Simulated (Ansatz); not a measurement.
# InGaAs2: the cost of one run

Program: Ansatz 0.2.0. Level of theory: DFT PBEsol, scalar-relativistic, plane waves, PAW, and further levels as typed in the inputs. These are calculated values, not measurements.

**1. Starting point**

It takes space group P-4m2 (No. 115, tetragonal). Conventional cell: a = 4.151 Å, b = 4.151 Å, c = 5.870 Å, α = 90.00°, β = 90.00°, γ = 90.00°. In (site symmetry -4m2) has 4 As at 2.54 Å as nearest neighbours. Ga (site symmetry -4m2) is surrounded by 4 As at 2.54 Å. As (site symmetry 2mm) is surrounded by 2 In at 2.54 Å and 2 Ga at 2.54 Å.

As a file:

```
In Ga As
1.0
     4.15050    0.00000    0.00000
     0.00000    4.15050    0.00000
     0.00000    0.00000    5.86970
In Ga As
1 1 2
Direct
  0.00000 0.00000 0.00000
  0.50000 0.50000 0.50000
  0.50000 0.00000 0.25000
  0.00000 0.50000 0.75000
```

**2. Relaxing cell and atoms: InGaAs2, no spin**

input.yaml reads:

```yaml
crystal:
  lattice:
    - [4.1505046735, 0.0, 0.0]
    - [0.0, 4.1505046735, 0.0]
    - [0.0, 0.0, 5.8697]
  atoms:
    - { symbol: In, position: [0.0, 0.0, 0.0] }
    - { symbol: Ga, position: [0.5, 0.5, 0.5] }
    - { symbol: As, position: [0.5, 0.0, 0.25] }
    - { symbol: As, position: [0.0, 0.5, 0.75] }
scf:
  occupations: { method: gaussian, width: 0.01 }
output:
  forces: true
  stress: true
  eigenvalues: true
  write_density: true
  write_potential: true
  elf: true
  volumetric_format: npy
hamiltonian:
  xc: pbesol
relax:
  f_tol: 0.005
  max_steps: 60
  cell: { stress_tol: 0.03, fix: [a, b, alpha, beta, gamma] }
kpoints:
  mp_grid: { grid: [8, 8, 6] }
```

Command:

```bash
ansatz run input.yaml --threads 8 --pin off --max-ram 49152MiB --backend cpu --events-out ev --progress --plain --runs-dir out
```

What time and memory should one allow on 8 threads of Intel Xeon Platinum 8488C (Sapphire Rapids), shared host?

About 14 s, with a peak of 0.7 GiB.
